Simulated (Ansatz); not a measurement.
# Ga2H6O2: up Jacob's ladder to CCSD(T)

How much do the methods differ for Ga2H6O2? The plan is to run it at one geometry with functionals of several rungs and with coupled cluster, and see how far each lands from CCSD(T) at the basis-set limit for the atomisation energy.

Method: functionals in def2-TZVPP, the program's frozen cores in correlated methods; program: Ansatz 0.2.0, Gaussian basis.

The runs, in order: LDA (SPW92), PBE-D4, revPBE-D4, BLYP-D4, r2SCAN-D4, B97M-V, PBE0-D4, B3LYP-D4, r2SCANh-D4, r2SCAN0-D4, HSE06-D4, BHLYP-D4, CAM-B3LYP-D4, LC-ωPBE, ωB97X-V, ωB97M-V, B2PLYP, PBE-QIDH; CCSD(T)/def2-SVP; CCSD(T)/def2-TZVPP; MP2/def2-QZVPP; extrapolation to the limit; RPA on PBE.

## 1. The relaxed structure

An earlier PBE0-D4 in a triple-zeta def2 set relaxation fixed the geometry.

SMILES `[OH+]1[GaH2-][OH+][GaH2-]1`, 10 atoms, charge 0, spin multiplicity 1.

Atoms are counted from 1 here; the program's logs count them from 0.

Bond lengths: O1–Ga2 1.962 Å, O1–Ga4 1.962 Å, O1–H5 0.959 Å, Ga2–O3 1.962 Å, Ga2–H6 1.564 Å, Ga2–H7 1.563 Å, O3–Ga4 1.962 Å, O3–H8 0.959 Å, Ga4–H9 1.563 Å, Ga4–H10 1.564 Å. Angles: Ga2–O1–Ga4 97.8°, Ga2–O1–H5 115.0°, Ga4–O1–H5 115.0°, O1–Ga2–O3 82.2°, O1–Ga2–H6 110.5°, O1–Ga2–H7 107.5°, O3–Ga2–H6 107.5°, O3–Ga2–H7 110.6°, H6–Ga2–H7 128.7°, Ga2–O3–Ga4 97.8°, Ga2–O3–H8 115.0°, Ga4–O3–H8 115.0°, O1–Ga4–O3 82.2°, O1–Ga4–H9 107.5°, O1–Ga4–H10 110.5°, O3–Ga4–H9 110.6°, O3–Ga4–H10 107.5°, H9–Ga4–H10 128.7°.

## 2. LDA

This LDA is Slater exchange with PW92 correlation.

Input file in.yaml:

```yaml
crystal:
  periodic: [false, false, false]
  atoms:
    - {symbol: O, position_ang: [-0.226681, 0.940442, -0.853050]}
    - {symbol: Ga, position_ang: [-1.156128, 0.451149, 0.804113]}
    - {symbol: O, position_ang: [0.228356, -0.938391, 0.854272]}
    - {symbol: Ga, position_ang: [1.155407, -0.451328, -0.805076]}
    - {symbol: H, position_ang: [0.105096, 1.840174, -0.881059]}
    - {symbol: H, position_ang: [-2.515803, -0.250982, 0.483333]}
    - {symbol: H, position_ang: [-0.854921, 1.564540, 1.859626]}
    - {symbol: H, position_ang: [-0.101809, -1.838711, 0.884969]}
    - {symbol: H, position_ang: [2.517406, 0.247886, -0.487999]}
    - {symbol: H, position_ang: [0.849087, -1.564778, -1.859119]}
basis:
  gaussian: {orbitals: def2-TZVPP}
hamiltonian: {xc: lda}
output: {orbitals: {seedname: orbitals}}
```

The run is started by

```sh
> ansatz run in.yaml --threads 4 --pin off --events-out ev --progress --plain --max-ram 10444MiB
```

Further steps of the session: PBE-D4 (GGA); revPBE-D4 (GGA); BLYP-D4 (GGA); r2SCAN-D4 (meta-GGA); B97M-V (meta-GGA); PBE0-D4 (hybrid); B3LYP-D4 (hybrid); r2SCANh-D4 (hybrid); r2SCAN0-D4 (hybrid); HSE06-D4 (hybrid); BHLYP-D4 (hybrid); CAM-B3LYP-D4 (range-separated); LC-ωPBE (range-separated); ωB97X-V (range-separated); ωB97M-V (range-separated); B2PLYP (double hybrid); PBE-QIDH (double hybrid); CCSD(T) in def2-SVP; CCSD(T) in def2-TZVPP; MP2 in def2-QZVPP; RPA on PBE orbitals.

Before running them: what should the planned runs give, taken together? Wanted: atomisation energy, CCSD(T)/CBS; farthest beyond LDA; mean size of error, GGA; mean size of error, meta-GGA; mean size of error, hybrid; mean size of error, range-separated; mean size of error, double hybrid; gap, smallest and largest; T1 diagnostic.

The runs gave:

```
                               quantity                                      value
        atomisation energy, CCSD(T)/CBS                             721.4 kcal/mol
functionals within 7.2 kcal/mol (1.0 %)   r2SCAN-D4, B97M-V, CAM-B3LYP-D4, ωB97X-V
                    farthest beyond LDA                  BHLYP-D4 (-34.1 kcal/mol)
                mean size of error, GGA                              23.0 kcal/mol
           mean size of error, meta-GGA                               4.6 kcal/mol
             mean size of error, hybrid                              21.2 kcal/mol
    mean size of error, range-separated                               8.1 kcal/mol
      mean size of error, double hybrid                              17.2 kcal/mol
              gap, smallest and largest  5.12 eV (LDA (SPW92)), 12.27 eV (LC-ωPBE)
                          T1 diagnostic                                     0.0132
triples share of the correlation energy                                      3.5 %
```

What this shows: The LDA atomisation energy is off by 93.2 kcal/mol (13 %): it overbinds. PBE-D4 is off by -13.8 kcal/mol. Double hybrids carry the basis error of their MP2 part in triple zeta, and no dispersion term here, so their miss is partly the set-up's. By mean error the best rung here is meta-GGA (4.6 kcal/mol) and the worst beyond LDA is GGA (23.0 kcal/mol). The gap between the best rungs is small, so their order is not settled. The reference freezes the cores and leaves out relativity and excitations past (T), and its outer-core shells are covered unevenly, so misses under about 7.2 kcal/mol can't be ranked. Hartree-Fock recovers 70 % of the binding; the rest is correlation. CCSD(T) in def2-SVP is off by -42.5 kcal/mol, worse than the median functional, from the basis alone. The gap grows from 5.1 to 12.3 eV across the functionals, mostly with the share of exact exchange. Correlated methods include outer-core shells of Ga, which these sets cover unevenly.
